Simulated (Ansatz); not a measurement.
# BrClGeH₂O: basis-set convergence

One table from this session's results is given with a row withheld; the runs are named, their logs left out.

The runs use Ansatz 0.2.0, Gaussian basis; one geometry, several basis sets.

The runs, in order: PBE0-D4/def2-SVP; ωB97M-V/def2-SVP; PBE0-D4/def2-QZVPP; ωB97M-V/def2-QZVPP; the functionals' def2-TZVPP values are taken from earlier runs.

## The geometry

The geometry comes from an earlier relaxation with PBE0-D4 in a triple-zeta def2 set; it is a stationary point.

SMILES `[OH][GeH]([Cl])[Br]`, 6 atoms, charge 0, spin multiplicity 1.

Atoms are counted from 1 here; the program's logs count them from 0.

Bond lengths: O1–Ge2 1.753 Å, O1–H5 0.961 Å, Ge2–Cl3 2.139 Å, Ge2–Br4 2.292 Å, Ge2–H6 1.523 Å. Angles: Ge2–O1–H5 113.5°, O1–Ge2–Cl3 109.5°, O1–Ge2–Br4 109.9°, O1–Ge2–H6 107.8°, Cl3–Ge2–Br4 107.2°, Cl3–Ge2–H6 110.8°, Br4–Ge2–H6 111.5°.

Set-up of the first run:

File in.yaml:

```yaml
crystal:
  periodic: [false, false, false]
  atoms:
    - {symbol: O, position_ang: [-1.316540, 0.590863, -0.097993]}
    - {symbol: Ge, position_ang: [0.334137, 0.023965, -0.264695]}
    - {symbol: Cl, position_ang: [1.507544, 0.751020, 1.369551]}
    - {symbol: Br, position_ang: [0.387344, -2.265742, -0.172412]}
    - {symbol: H, position_ang: [-1.743820, 0.293356, 0.710214]}
    - {symbol: H, position_ang: [0.873434, 0.542539, -1.590865]}
basis:
  gaussian: {orbitals: def2-SVP}
hamiltonian: {xc: pbe0, dispersion: d4}
output: {orbitals: {seedname: orbitals}}
```

Command:

```sh
> ansatz run in.yaml --threads 4 --pin off --events-out ev --progress --plain --max-ram 10444MiB
```

Among the steps run: PBE0-D4 in def2-SVP; ωB97M-V in def2-SVP; PBE0-D4 in def2-QZVPP; ωB97M-V in def2-QZVPP.

One table of the session follows, with a row left open; its other results are not shown here.

It belongs to the step «Functionals by basis». 

```
functional       basis  HOMO (eV)
   PBE0-D4    def2-SVP      -8.61
   PBE0-D4  def2-TZVPP      -8.76
   PBE0-D4  def2-QZVPP      -8.78
   ωB97M-V    def2-SVP     -10.81
   ωB97M-V  def2-TZVPP     -10.99
   ωB97M-V  def2-QZVPP          ?
```

**Question.** Estimate the row for ωB97M-V, def2-QZVPP.

The run gave: HOMO (eV): -11.01. In the column «HOMO (eV)» it is the lowest.
